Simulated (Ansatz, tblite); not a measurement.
# B2(Cl)4: rung by rung

One table from this session's results is given with a row withheld; the runs are named, their logs left out.

Computed with Ansatz 0.2.0, Gaussian basis. Level: as each input shows.

Plan: GFN1-xTB, GFN2-xTB, PBE-D4/def2-TZVP, r2SCAN-D4/def2-TZVP, ωB97X-V/def2-TZVP, CAM-B3LYP-D4/def2-TZVP, B97M-V/def2-TZVP, PBE-D4/def2-SVP, PBE0-D4/def2-SVP, HF/STO-3G, HF/6-31G, B3LYP-D4/6-31G, PBE0-D4/def2-TZVPD, PBE-D4/def2-TZVPD, ωB97X-V/def2-TZVPD, CCSD(T)/def2-TZVPP, MP2/def2-TZVP, RPA/def2-TZVP.

2 further runs of the same task are left out: 2 set aside as unsound or not needed.

### The geometry

The geometry is that of the singlet, from an earlier relaxation (PBE0-D4/def2-SVP).

6 atoms, charge 0, spin multiplicity 1.

Bond lengths: B1–Cl2 1.748 Å, B1–Cl3 1.747 Å, B1–B4 1.694 Å, B4–Cl5 1.747 Å, B4–Cl6 1.747 Å. Angles: Cl2–B1–Cl3 119.4°, Cl2–B1–B4 120.3°, Cl3–B1–B4 120.4°, B1–B4–Cl5 120.3°, B1–B4–Cl6 120.3°, Cl5–B4–Cl6 119.4°.

PBE0-D4/def2-TZVP was run before; its log isn't repeated, and its numbers join the tables.

Set-up of the first run:

Tight binding, by tblite at 300 K electronic temperature and without a spin-polarisation term:

```python
tblite.interface.Calculator('GFN1-xTB', numbers, positions, charge=0, uhf=0).singlepoint()
```

Tight binding, by tblite at 300 K electronic temperature and without a spin-polarisation term:

```python
tblite.interface.Calculator('GFN2-xTB', numbers, positions, charge=0, uhf=0).singlepoint()
```

start.molden holds the orbitals of an earlier run on this state, given as this run's starting guess.

Input file in.yaml:

```yaml
crystal:
  periodic: [false, false, false]
  atoms:
    - {symbol: B, position_ang: [0.075854, 0.573316, -0.618312]}
    - {symbol: Cl, position_ang: [-1.342814, 1.364338, -1.263764]}
    - {symbol: Cl, position_ang: [1.649161, 0.974914, -1.263820]}
    - {symbol: B, position_ang: [-0.074444, -0.573281, 0.619183]}
    - {symbol: Cl, position_ang: [-0.187728, -0.060857, 2.285659]}
    - {symbol: Cl, position_ang: [-0.120020, -2.278439, 0.241056]}
basis:
  gaussian: {orbitals: def2-TZVP, initial_orbitals: start.molden}
hamiltonian: {xc: pbe, dispersion: d4}
scf: {omitted_lower_state_checks: [starts]}
output: {orbitals: {seedname: orbitals}}
```

Launch:

```bash
ansatz run in.yaml --threads 2 --pin off --events-out ev --progress --plain --max-ram 32768MiB --backend cpu
```

Steps of the session up to this table: PBE-D4/def2-TZVP; r2SCAN-D4/def2-TZVP; ωB97X-V/def2-TZVP; CAM-B3LYP-D4/def2-TZVP; B97M-V/def2-TZVP; PBE-D4/def2-SVP; PBE0-D4/def2-SVP; HF/STO-3G; HF/6-31G; B3LYP-D4/6-31G; PBE0-D4/def2-TZVPD; PBE-D4/def2-TZVPD; ωB97X-V/def2-TZVPD; CCSD(T)/def2-TZVPP; MP2/def2-TZVP; RPA/def2-TZVP.

One table of the session follows, with a row left open; its other results are not shown here.

| level | HOMO (eV) | gap (eV) |
| --- | --- | --- |
| HF/STO-3G | -10.52 | 14.30 |
| HF/6-31G | -12.10 | 13.16 |
| PBE-D4/def2-SVP | -6.89 | 4.16 |
| PBE-D4/def2-TZVP | -7.16 | 4.08 |
| PBE-D4/def2-TZVPD | -7.22 | 4.05 |
| r2SCAN-D4/def2-TZVP | -7.48 | 4.63 |
| B97M-V/def2-TZVP | -7.57 | 4.79 |
| B3LYP-D4/6-31G | -8.49 | 5.97 |
| PBE0-D4/def2-SVP | -8.35 | 6.42 |
| PBE0-D4/def2-TZVP | -8.51 | 6.32 |
| PBE0-D4/def2-TZVPD | ? | ? |
| CAM-B3LYP-D4/def2-TZVP | -9.89 | 8.87 |
| ωB97X-V/def2-TZVP | -10.88 | 10.91 |
| ωB97X-V/def2-TZVPD | -10.92 | 10.84 |

Estimate the missing values for PBE0-D4/def2-TZVPD.

As computed: HOMO (eV): -8.56; gap (eV): 6.27. In the column «HOMO (eV)» it lies between CAM-B3LYP-D4/def2-TZVP (-9.89) and PBE0-D4/def2-TZVP (-8.51).
